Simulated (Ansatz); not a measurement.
# CCl2FI: how energies converge with the basis set

An exercise on one series of results from a longer session: the logs are not shown, and one member is left open.

The runs use Ansatz 0.2.0, Gaussian basis; one geometry, several basis sets.

The runs, in order: PBE0-D4/def2-SVP; ωB97M-V/def2-SVP; PBE0-D4/def2-QZVPP; ωB97M-V/def2-QZVPP; the functionals' def2-TZVPP values are taken from earlier runs.

**The relaxed structure**

An earlier PBE0-D4 in a triple-zeta def2 set relaxation fixed the geometry. I takes the def2 core potential; no spin-orbit term is included.

SMILES `FC(Cl)(Cl)I`, 5 atoms, charge 0, spin multiplicity 1.

Atoms are counted from 1 here; the program's logs count them from 0.

Bond lengths: F1–C2 1.335 Å, C2–Cl3 1.757 Å, C2–Cl4 1.757 Å, C2–I5 2.159 Å. Angles: F1–C2–Cl3 108.6°, F1–C2–Cl4 108.6°, F1–C2–I5 108.0°, Cl3–C2–Cl4 110.5°, Cl3–C2–I5 110.6°, Cl4–C2–I5 110.6°.

The first run:

in.yaml reads:

```yaml
crystal:
  periodic: [false, false, false]
  atoms:
    - {symbol: F, position_ang: [0.027136, 0.301833, 1.383038]}
    - {symbol: C, position_ang: [-0.034555, -0.049455, 0.096749]}
    - {symbol: Cl, position_ang: [0.549917, -1.698639, -0.061108]}
    - {symbol: Cl, position_ang: [-1.705293, 0.064103, -0.434359]}
    - {symbol: I, position_ang: [1.212694, 1.308559, -1.025721]}
basis:
  gaussian: {orbitals: def2-SVP}
hamiltonian: {xc: pbe0, dispersion: d4}
output: {orbitals: {seedname: orbitals}}
```

On the command line:

```console
> ansatz run in.yaml --threads 4 --pin off --events-out ev --progress --plain --max-ram 10444MiB
```

Among the steps run: PBE0-D4 in def2-SVP; ωB97M-V in def2-SVP; PBE0-D4 in def2-QZVPP; ωB97M-V in def2-QZVPP.

One of the session's tables, all rows but one given; the rest of the session is left out.

It belongs to the step «Density functionals: the series». 

```
functional       basis  HOMO (eV)  LUMO (eV)
   PBE0-D4    def2-SVP      -7.87      -2.17
   PBE0-D4  def2-TZVPP      -7.96      -2.32
   PBE0-D4  def2-QZVPP      -7.99      -2.39
   ωB97M-V    def2-SVP          ?          ?
   ωB97M-V  def2-TZVPP     -10.13      -0.27
   ωB97M-V  def2-QZVPP     -10.17      -0.37
```

Estimate the missing values for ωB97M-V, def2-SVP.

As computed: HOMO (eV): -10.01; LUMO (eV): -0.02. In the column «HOMO (eV)» it lies between ωB97M-V, def2-TZVPP (-10.13) and PBE0-D4, def2-QZVPP (-7.99).
